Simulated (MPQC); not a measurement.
# [SnH3]− (SMILES [H][Sn-]([H])[H]), run twice

Aim: the energy of [SnH3]− at UHF/STO-3G.

The calculation is run with MPQC 2.3.1.

4 further runs of the same task are left out: 4 set aside as unsound or not needed.

## (1) The molecule

[SnH3]− has 4 atoms, charge -1, and is taken as a singlet. As SMILES, `[H][Sn-]([H])[H]`. Geometry: a GFN2-xTB relaxation, a rough one for these elements and not checked as a minimum.

Bond lengths: Sn1–H2 1.948 Å, Sn1–H3 1.948 Å, Sn1–H4 1.949 Å. Angles: H2–Sn1–H3 93.3°, H2–Sn1–H4 93.4°, H3–Sn1–H4 93.5°.

## (2) Try one

input.in

```
% H3Sn
molecule<Molecule>: (
   symmetry = c1
   unit = angstrom
   { atoms geometry } = {
      Sn [ -0.006380     0.005730     0.791670 ]
      H  [ 1.637790    -0.033600    -0.251650 ]
      H  [ -0.786860     1.432510    -0.280410 ]
      H  [ -0.844540    -1.404640    -0.259610 ]
   }
)
basis<GaussianBasisSet>: (
   name = "STO-3G"
   molecule = $:molecule
   basisdir = "."
   puream = yes
)
mpqc: (
   checkpoint = no
   savestate = no
   restart = no
   do_energy = yes
   do_gradient = no
   optimize = no
   mole<UHF>: (
      molecule = $:molecule
      basis = $:basis
      total_charge = -1
      multiplicity = 1
      memory = 1000000000
      print_evals = yes
      maxiter = 2
   )
)
```

The basis set STO-3G is read from a file made from the Basis Set Exchange's data (not shown).

Started as:

```sh
$ mpqc -o input.out input.in
```

The program printed:

```text
MPQC: Massively Parallel Quantum Chemistry
                                   Version 2.3.1

  Using IntegralV3 by default for molecular integrals evaluation

  USCF::init: total charge = -1

  alpha = [ 27 ]
  beta  = [ 27 ]

  Molecular formula H3Sn

  MPQC options:
    matrixkit     = <ReplSCMatrixKit>
    restart       = no
    checkpoint    = no
    savestate     = no
    do_energy     = yes
    do_gradient   = no
    optimize      = no
    write_pdb     = no
    print_mole    = yes
    print_timings = yes

  SCF::compute: energy accuracy = 1.0000000e-06

  nuclear repulsion energy =   41.3070355916

  Starting from core Hamiltonian guess

  Using symmetric orthogonalization.
  n(basis):            30
  Maximum orthogonalization residual = 1.76855
  Minimum orthogonalization residual = 0.336456
  Beginning iterations.  Basis is STO-3G.
  iter     1 energy = -5964.2653252944 delta = 6.12115e-01
  iter     2 energy = -5964.7571067444 delta = 6.95110e-02

  <S^2>exact = 0.000000
  <S^2>      = -0.000000

  total scf energy = -5964.7571067444
ERROR: SC EXCEPTION RAISED:
terminate called after throwing an instance of 'sc::ToleranceExceeded'
```

Run time: 0.18 s. Hardware: 1 thread of Arm Neoverse V1, shared host.

## (3) What went wrong

The run stopped without converging.

The cause is that the iteration cap is too low for convergence. To mend it: raise the iteration cap from 2.

## (4) Try two

run.in

```
molecule<Molecule>: (
    symmetry = c1
    unit = angstrom
    { atoms geometry } = {
        Sn [ -0.006380       0.005730       0.791670 ]
        H  [ 1.637790      -0.033600      -0.251650 ]
        H  [ -0.786860       1.432510      -0.280410 ]
        H  [ -0.844540      -1.404640      -0.259610 ]
    }
)
basis<GaussianBasisSet>: (
    name = "STO-3G"
    molecule = $:molecule
    basisdir = "."
    puream = yes
)
mpqc: (
    checkpoint = no
    savestate = no
    restart = no
    do_energy = yes
    do_gradient = no
    optimize = no
    mole<UHF>: (
        molecule = $:molecule
        basis = $:basis
        total_charge = -1
        multiplicity = 1
        memory = 1000000000
        print_evals = yes
        maxiter = 60
    )
)
```

The basis set STO-3G is read from a file made from the Basis Set Exchange's data (not shown).

Started as:

```sh
$ mpqc run.in > run.out
```

The program printed, cut to the lines that bear on the results:

```text
MPQC: Massively Parallel Quantum Chemistry
[...]
  USCF::init: total charge = -1
[...]
  iter     1 energy = -5964.2653252944 delta = 6.12115e-01
[...]
  <S^2>      = -0.000000
  total scf energy = -5964.7885073601
Value of the MolecularEnergy: -5964.7885073601
[...]
      symmetry = c1
[...]
      nbasis = 30
[...]
    nalpha = 27
    nbeta = 27
[...]
```

It took 0.28 s on 1 thread of Arm Neoverse V1, shared host.

## (5) Results

Level: UHF/STO-3G.

```
    quantity           value
total energy  -5964.78851 Eh
```

What this shows: Relativity is left out although the molecule holds a heavy atom.
